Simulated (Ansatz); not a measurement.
**CH5AlGeO: a ladder of functionals and wavefunction methods**

The task here is to estimate one member of a computed series from the others.

Computed with Ansatz 0.2.0, Gaussian basis. Level: functionals in def2-TZVPP, the program's frozen cores in correlated methods.

Plan: LDA (SPW92), PBE-D4, revPBE-D4, BLYP-D4, r2SCAN-D4, B97M-V, PBE0-D4, B3LYP-D4, r2SCANh-D4, r2SCAN0-D4, HSE06-D4, BHLYP-D4, CAM-B3LYP-D4, LC-ωPBE, ωB97X-V, ωB97M-V, B2PLYP, PBE-QIDH; CCSD(T)/def2-SVP; CCSD(T)/def2-TZVPP; MP2/def2-QZVPP; extrapolation to the limit; RPA on PBE.

### Structure used throughout

An earlier PBE0-D4 in a triple-zeta def2 set relaxation fixed the geometry.

9 atoms, charge 0, spin multiplicity 1.

Atoms are counted from 1 here; the program's logs count them from 0.

Bond lengths: O1–C2 1.199 Å, C2–Ge3 2.013 Å, C2–H5 1.116 Å, Ge3–Al4 2.482 Å, Ge3–H6 1.538 Å, Ge3–H7 1.545 Å, Al4–H8 1.586 Å, Al4–H9 1.585 Å. Angles: O1–C2–Ge3 123.2°, O1–C2–H5 120.0°, Ge3–C2–H5 116.8°, C2–Ge3–Al4 109.4°, C2–Ge3–H6 106.9°, C2–Ge3–H7 105.8°, Al4–Ge3–H6 114.6°, Al4–Ge3–H7 111.2°, H6–Ge3–H7 108.5°, Ge3–Al4–H8 118.5°, Ge3–Al4–H9 121.0°, H8–Al4–H9 120.5°.

As a file:

```xyz
9
CH5AlGeO
O    -0.5599    0.9337   -2.3837
C     0.2881    0.3669   -1.7535
Ge    0.5480    0.6265    0.2252
Al   -0.8496   -1.0102    1.4613
H     0.9624   -0.3662   -2.2571
H     0.2293    2.1001    0.5288
H     2.0520    0.3855    0.4862
H    -0.7033   -2.5494    1.1074
H    -1.8786   -0.5331    2.5682
```

Set-up of the first run:

in.yaml reads:

```yaml
crystal:
  periodic: [false, false, false]
  atoms:
    - {symbol: O, position_ang: [-0.559881, 0.933657, -2.383694]}
    - {symbol: C, position_ang: [0.288095, 0.366939, -1.753473]}
    - {symbol: Ge, position_ang: [0.548026, 0.626486, 0.225247]}
    - {symbol: Al, position_ang: [-0.849626, -1.010151, 1.461251]}
    - {symbol: H, position_ang: [0.962364, -0.366153, -2.257134]}
    - {symbol: H, position_ang: [0.229284, 2.100090, 0.528773]}
    - {symbol: H, position_ang: [2.051969, 0.385475, 0.486233]}
    - {symbol: H, position_ang: [-0.703270, -2.549413, 1.107381]}
    - {symbol: H, position_ang: [-1.878561, -0.533130, 2.568215]}
basis:
  gaussian: {orbitals: def2-TZVPP}
hamiltonian: {xc: lda}
output: {orbitals: {seedname: orbitals}}
```

Among the steps run: LDA; PBE-D4 (GGA); revPBE-D4 (GGA); BLYP-D4 (GGA); r2SCAN-D4 (meta-GGA); B97M-V (meta-GGA); PBE0-D4 (hybrid); B3LYP-D4 (hybrid); r2SCANh-D4 (hybrid); r2SCAN0-D4 (hybrid); HSE06-D4 (hybrid); BHLYP-D4 (hybrid); CAM-B3LYP-D4 (range-separated); LC-ωPBE (range-separated); ωB97X-V (range-separated); ωB97M-V (range-separated); B2PLYP (double hybrid); PBE-QIDH (double hybrid).

One table of the session follows, with a row left open; its other results are not shown here.

It belongs to the step «Orbital energies across the functionals». 

| functional | HOMO (eV) | LUMO (eV) | gap (eV) |
| --- | --- | --- | --- |
| LDA (SPW92) | -5.69 | -3.31 | 2.38 |
| PBE-D4 | -5.55 | -3.09 | 2.46 |
| revPBE-D4 | -5.50 | -2.99 | 2.51 |
| BLYP-D4 | -5.44 | -2.97 | 2.48 |
| r2SCAN-D4 | -5.79 | -2.87 | 2.91 |
| B97M-V | -5.93 | -3.04 | 2.89 |
| PBE0-D4 | -6.83 | -2.34 | 4.49 |
| B3LYP-D4 | -6.63 | -2.54 | 4.09 |
| r2SCANh-D4 | -6.27 | -2.60 | 3.66 |
| r2SCAN0-D4 | -7.00 | -2.22 | 4.79 |
| HSE06-D4 | -6.44 | -2.71 | 3.73 |
| BHLYP-D4 | -8.05 | -1.57 | 6.48 |
| CAM-B3LYP-D4 | ? | ? | ? |
| LC-ωPBE | -9.37 | -0.31 | 9.06 |
| ωB97X-V | -9.08 | -0.43 | 8.64 |
| ωB97M-V | -8.96 | -0.69 | 8.27 |

Q: Estimate the row for CAM-B3LYP-D4 from the others.

The run gave: HOMO (eV): -8.13; LUMO (eV): -1.39; gap (eV): 6.74. In the column «HOMO (eV)» it lies between ωB97M-V (-8.96) and BHLYP-D4 (-8.05).
